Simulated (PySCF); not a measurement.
# C2H8FNSi: the cost of one run

Programs: PySCF 2.14.0, with density-fitted response routines of our own. Each step states its level of theory. These are calculated values for one molecule in the gas phase, unless marked as measured. Atoms are numbered from 0 throughout.

## 1. The molecule as given

13 atoms, charge 0, multiplicity 1; geometry from: GFN2-xTB. The atoms were then displaced at random by about 0.01 Å, so the start is not that level's minimum.

Bonds of the start (Å): C0–N1 1.44, N1–C2 1.45, N1–Si3 1.75, Si3–F4 1.59, C0–H5 1.10, C0–H6 1.10, C0–H7 1.06, C2–H8 1.06, C2–H9 1.10, C2–H10 1.09, Si3–H11 1.44, Si3–H12 1.44.

## 2. Relaxing the molecule at PBE0-D3(BJ)/def2-SVP

What the job is given:

```
{"job": {"xc": "PBE0", "basis": "def2-SVP", "d3": "d3bj", "grid": 1, "shake": 0.01, "kind": "geom"}, "charge": 0, "multiplicity": 1}
C     -0.859730    -1.222750    -0.008460
N     -0.056540    -0.033790    -0.173980
C     -0.833070     1.195220    -0.158390
Si     1.659660    -0.079790     0.159710
F      2.209890     1.287090    -0.439240
H     -1.391460    -1.198530     0.957420
H     -1.634600    -1.222410    -0.794800
H     -0.256410    -2.089220    -0.094080
H     -1.562610     1.184940    -0.928380
H     -1.337130     1.330990     0.815330
H     -0.159750     2.040390    -0.302080
H      2.210400    -1.171980    -0.597880
H      2.017180    -0.037030     1.554510
```

Launch:

```bash
$ OMP_NUM_THREADS=1 python probes_run.py task.json out
```

This one command runs all jobs of the session in turn.

**Question.** How long does this first job take on 1 thread of Arm Neoverse V2, shared host, and how much memory does it need?

About 100 s, with a peak of 0.48 GiB.
